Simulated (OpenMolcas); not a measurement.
**Fe²⁺ among point charges: CASSCF and CASPT2 levels and susceptibility**

How does a field of 4 point charges split the states of Fe²⁺, and what χT follows?

Method: state-averaged CASSCF and CASPT2, spin-orbit coupling by RASSI with atomic mean-field integrals. Code: OpenMolcas 26.06.

### Step 1. The atom as given

| Quantity | Value |
| --- | --- |
| Species | Fe²⁺ (iron, Z = 26, 24 electrons) |
| Basis | ANO-RCC-VDZP [5s4p2d1f], 34 functions |
| Scalar Hamiltonian | DKH2, point nucleus |
| Inactive shells | 1s 2s 2p 3s 3p |
| Active space | 6 electrons in 5 orbitals (3d) |
| Some configurations of this space | 3d⁶ |
| Orbitals | optimised for each spin and parity, averaged over all roots |

Outer shells as boxes (Hund's rule):

3d6
```
3d [↑↓][↑ ][↑ ][↑ ][↑ ]
```

The ion sits among 4 point charges of -1 e arranged as a square (D4h), 1.75 Å from the ion.

Each step is its own input file, run in one work folder so that later steps find the files of earlier ones. Labels, J, g values, rates, χT and fits are worked out afterwards by a script from the matrices that RASSI stores. The input lists half of the charges; inversion (Group=XYZ) makes the rest.

### Step 2. GATEWAY and SEWARD: basis and integrals

Input file a.inp:

```
&GATEWAY
Coord
1

Fe 0.0 0.0 0.0
Basis=ANO-RCC-VDZP
Group=XYZ
NoMove
AngMom=0.0 0.0 0.0
AMFI
XField
2 Angstrom 0
1.750000 0.000000 0.000000 -1.000000
0.000000 1.750000 0.000000 -1.000000
&SEWARD
```

Launch:

```console
OMP_NUM_THREADS=1 MOLCAS_MEM=1689 MOLCAS_PROJECT=a pymolcas a.inp > a.log
```

### Step 3. CASSCF: quintets of even parity, 5 roots

Input file a.inp:

```
&RASSCF
FileOrb=start.orb
Symmetry=1
Spin=5
nActEl=6 0 0
Inactive=3 6
Ras2=5 0
CIRoot=5 5 1
SDav=5
CIMx=300
Iter=120 100
PrWF=0.3
OrbListing=Nothing
MaxOrb=0
>>> COPY $Project.JobIph JOB001
```

start.orb holds the contracted functions of the basis, ordered by shell, or the orbitals of the step before.

### Step 4. CASSCF: triplets of even parity, 45 roots

Input file a.inp:

```
&RASSCF
FileOrb=start.orb
Symmetry=1
Spin=3
nActEl=6 0 0
Inactive=3 6
Ras2=5 0
CIRoot=45 45 1
SDav=45
CIMx=300
Iter=120 100
PrWF=0.3
OrbListing=Nothing
MaxOrb=0
>>> COPY $Project.JobIph JOB002
```

### Step 5. Reference wave functions, singlets of even parity, 50 roots

Input file a.inp:

```
&RASSCF
FileOrb=start.orb
Symmetry=1
Spin=1
nActEl=6 0 0
Inactive=3 6
Ras2=5 0
CIRoot=50 50 1
SDav=50
CIMx=300
Iter=120 100
PrWF=0.3
OrbListing=Nothing
MaxOrb=0
>>> COPY $Project.JobIph JOB003
```

### Step 6. State interaction with spin-orbit coupling

Input file a.inp:

```
&RASSI
NrOfJobIphs=3 5 45 50
1 2 3 4 5
1 2 3 4 5 6 7 8 9 10 11 12 13 14 15 16 17 18 19 20 21 22 23 24 25 26 27
28 29 30 31 32 33 34 35 36 37 38 39 40 41 42 43 44 45
1 2 3 4 5 6 7 8 9 10 11 12 13 14 15 16 17 18 19 20 21 22 23 24 25 26 27
28 29 30 31 32 33 34 35 36 37 38 39 40 41 42 43 44 45 46 47 48 49 50
IphNames
JOB001
JOB002
JOB003
EJob
SpinOrbit
DIPRint=1.0
SOCoupling=1000.0
Subsets=2
Property=9
'ANGMOM' 1 'ANGMOM' 2 'ANGMOM' 3 'MLTPL  1' 1 'MLTPL  1' 2 'MLTPL  1' 3
'AMFI' 1 'AMFI' 2 'AMFI' 3
SOProperty=3
'ANGMOM' 1 'ANGMOM' 2 'ANGMOM' 3
```

### Step 7. CASPT2: IPEA 0.25, imaginary shift 0.1 (closed shells correlated: 3s 3p)

Input file a.inp:

```
>>> COPY JOB001 $Project.JobIph
&CASPT2
Multistate=5 1 2 3 4 5
NoMult
Frozen=2 3
IPEA=0.25
Imaginary=0.1
MaxIter=60
WThr=0.0 0.3 0.05
PrWF=0.5
NoMix
>>> COPY JOB002 $Project.JobIph
&CASPT2
Multistate=45 1 2 3 4 5 6 7 8 9 10 11 12 13 14 15 16 17 18 19 20 21 22
23 24 25 26 27 28 29 30 31 32 33 34 35 36 37 38 39 40 41 42 43 44 45
NoMult
Frozen=2 3
IPEA=0.25
Imaginary=0.1
MaxIter=60
WThr=0.0 0.3 0.05
PrWF=0.5
NoMix
>>> COPY JOB003 $Project.JobIph
&CASPT2
Multistate=50 1 2 3 4 5 6 7 8 9 10 11 12 13 14 15 16 17 18 19 20 21 22
23 24 25 26 27 28 29 30 31 32 33 34 35 36 37 38 39 40 41 42 43 44 45 46
47 48 49 50
NoMult
Frozen=2 3
IPEA=0.25
Imaginary=0.1
MaxIter=60
WThr=0.0 0.3 0.05
PrWF=0.5
NoMix
```

(Steps that only read results are left out.)

**Question.** What will these runs give? Wanted: spin-free ground state; first state of the same spin within the active space; lowest level; next level.

The runs gave:

| quantity | value |
| --- | --- |
| method | SS-CASPT2, IPEA 0.25, imaginary shift 0.1 (closed shells correlated: 3s 3p) |
| spin-free ground state | 5A1, 1-fold in its orbital part |
| first state of the same spin within the active space | 5E at 4020 cm⁻¹ |
| lowest level | 1-fold A1 |
| next level | 10.1 cm⁻¹ |
| χT at 300 K | 3.39 cm³ K/mol |
| effective moment at 300 K | 5.21 μB |

Cost by method:

| method | time of its own steps | time with the reference |
| --- | --- | --- |
| A. CASSCF | 24 s | 24 s |
| B. SS-CASPT2, IPEA 0.25, imaginary shift 0.1, +3s 3p | 7.2 s | 31 s |

Times are of one thread on a shared host.

The spin-free ground state (5A1) comes to 100 % from free-ion D terms and keeps the highest spin of the shell. χT at 300 K is 3.39, against 3.01 cm³ K/mol for the spin alone, so orbital moment adds to it. An active space of the d shell alone favours high spin; real ions in strong fields can be low spin. The field of point charges can differ much from that of real complexes. With metal d orbitals alone active, the gaps between spin states are rough; where two lie within a few thousand cm-1, their order is open. This is an electrostatic model: the charges have no orbitals.
